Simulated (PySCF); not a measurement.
# [Eu(SH)3]−: other functionals and bases at one geometry

An exercise on one series of results from a longer session: the logs are not shown, and one member is left open.

Method: several levels, as the steps say, no spin–orbit coupling; program: PySCF 2.14.0.

1 further run of the same task is left out (for a known fault of the program).

### Where the work starts

7 atoms, charge -1, spin multiplicity 1.

Bond lengths: Eu1–S2 2.849 Å, Eu1–S4 2.849 Å, Eu1–S6 2.849 Å, S2–H3 1.354 Å, S4–H5 1.354 Å, S6–H7 1.354 Å. Angles: S2–Eu1–S4 120.0°, S2–Eu1–S6 120.0°, S4–Eu1–S6 120.0°, Eu1–S2–H3 93.7°, Eu1–S4–H5 93.7°, Eu1–S6–H7 93.7°.

Geometry (Å):

```xyz
7
EuH3S3
Eu    0.0000    0.0000    0.6209
S     2.8020    0.5141    0.6290
H     3.1322   -0.7986    0.6045
S    -1.8462    2.1696    0.6290
H    -0.8745    3.1119    0.6045
S    -0.9558   -2.6836    0.6290
H    -2.2577   -2.3133    0.6045
```

Formal oxidation states: Eu +2. Each metal's 7 4f electrons lie in its core potential, so multiplicities, spins and levels count the valence alone. An earlier session relaxed this geometry at PBE0, Eu lcecp-0-SVP with ECP53, S def2-SVP, H def2-SVP (singlet, point group C3).

At PBE0 on the finer grid: E = -1225.173305 Eh, frontier levels not given, since the 4f levels lie in the core, Mulliken charge on Eu1 +0.42 e, largest force component 0.009 eV/Å. 

Levels to run: r2SCAN; PBE; PBE0, TZVP. Hardware: 2 threads of Arm Neoverse V1, shared host.

The first run:

run.py (the lines that set the calculation) reads:

```python
mol = gto.M(atom='''
Eu     0.00000     0.00000     0.62089
S      2.80199     0.51408     0.62898
H      3.13223    -0.79861     0.60454
S     -1.84620     2.16955     0.62898
H     -0.87450     3.11189     0.60454
S     -0.95579    -2.68364     0.62898
H     -2.25773    -2.31328     0.60454''',
    basis={'Eu': 'lcecp-0-SVP', 'S': 'def2-SVP', 'H': 'def2-SVP'},
    ecp={'Eu': 'lcecp-0-SVP'},
    charge=-1, spin=0)
mf = dft.RKS(mol, xc='R2SCAN')
mf.grids.atom_grid = (75, 302)  # f atoms: unpruned, at least (60, 302)
mf = mf.density_fit()  # fitting sets: Eu AutoAux, S def2-universal-JKFIT, H def2-universal-JKFIT
mf.conv_tol = 1e-08; mf.max_cycle = 55
mf.kernel(dm0)  # dm0: the density of the relaxed state
```

Run with:

```sh
> OMP_NUM_THREADS=2 python run.py
```

Among the steps run: r2SCAN; PBE; PBE0, TZVP.

One table of the session follows, with a row left open; its other results are not shown here.

| level | charge on Eu1 (e) | largest force component (eV/Å) |
| --- | --- | --- |
| PBE0 (relaxed here) | 0.42 | 0.01 |
| r2SCAN | ? | ? |
| PBE | 0.25 | 0.30 |
| PBE0, TZVP | 0.97 | 0.23 |

Estimate the missing values for r2SCAN.

The run gave: charge on Eu1 (e): 0.41; largest force component (eV/Å): 0.06. In the column «charge on Eu1 (e)» it lies between PBE (0.25) and PBE0 (relaxed here) (0.42).

The largest leftover force, 0.30 eV/Å with PBE, stands at a geometry relaxed at another level. With 4f in the core, its levels are missing from HOMO and gap, and its count is fixed, so no charge can pass from the ligands into it. Total energies of different levels can't be compared.
